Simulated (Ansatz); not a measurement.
Born–Oppenheimer molecular dynamics of a periodic cell of 24 atoms, AlO₂ (start crystal AlO2, start structure Pnma, volume 1.05 times the crystal's). It starts from an unrelaxed structure (largest force component 1.35 eV/Å).

All numbers below come from DFT PBE, scalar-relativistic, plane waves, PAW in Ansatz 0.2.0. Settings: accuracy low, cutoff 420 eV, k mesh 4x4x4, fermi-dirac smearing 0.24 eV, no spin polarisation.

| Property | Result |
| --- | --- |
| ensemble | NVT, Langevin thermostat |
| time step | 0.75 fs |
| steps asked | 90 |
| set temperature | 2800 K |
| friction | 0.02 /fs |
| seed | 520299 |

First frame:

```xyz
24
Lattice="0.0000 2.8866 4.4925 9.5948 0.0000 4.4925 9.5948 2.8866 0.0000" Properties=species:S:1:pos:R:3
Al 10.996 3.608 4.277
Al 8.194 5.051 4.708
Al 3.397 2.165 2.031
Al 6.198 0.722 2.462
O 7.685 3.608 5.782
O 1.909 2.165 3.203
O 6.707 2.165 3.536
O 2.888 0.722 0.957
O 9.057 0.722 3.603
O 10.132 2.165 5.382
O 5.335 2.165 1.357
O 13.855 3.608 3.136
Al 10.996 0.722 4.277
Al 8.194 2.165 4.708
Al 12.991 5.051 6.523
Al 15.793 3.608 6.954
O 17.280 3.608 5.782
O 11.504 2.165 3.203
O 16.302 5.051 8.028
O 12.483 3.608 5.449
O 9.057 3.608 3.603
O 10.132 5.051 5.382
O 5.335 2.165 5.849
O 13.855 3.608 7.628
```

What does the run give?

All steps were run.

| Property | Result |
| --- | --- |
| steps done | 90 |
| time covered | 67.5 fs |
| mean temperature over the second half | 2044 K |
| spread of the potential energy over the second half | 25.2 meV per atom |
| mean potential energy of the second half above the start | 213.7 meV per atom |

The mean temperature of the second half is 27 % below the set value. A run of 0.068 ps of so small a system gives no equilibrium averages. Limits of this set-up: coarse k mesh, low accuracy level.

What happens to the structure?

Mean squared displacements from the first frame to the last, about the centre of mass: Al 0.12 Å², O 0.27 Å². Another seed would give other details.

How do temperature and energy run in time?


```tsv
time (fs)	T (K)	potential energy less start (eV)
0	2683	0.000
2.25	2772	0.184
4.5	2360	0.689
6.75	2064	1.382
9	1632	2.231
11.25	1345	3.053
13.5	1244	3.801
15.75	1227	4.422
18	1428	4.717
20.25	1679	4.673
22.5	1553	4.413
24.75	1874	4.156
27	1972	4.135
29.25	2283	4.377
31.5	2011	4.830
33.75	1944	5.330
36	1758	5.502
38.25	1708	5.386
40.5	1975	5.019
42.75	1967	4.785
45	2038	4.964
47.25	1783	5.485
49.5	1950	5.900
51.75	1864	6.011
54	2078	5.806
56.25	2097	5.569
58.5	2229	5.092
60.75	2265	4.502
63	2395	4.099
65.25	2387	4.056
67.5	2248	4.394
```

Run time: 16 min on 4 threads of Intel(R) Xeon(R) Platinum 8375C CPU @ 2.90GHz (Ice Lake), on a shared host, peak memory 1.6 GiB.
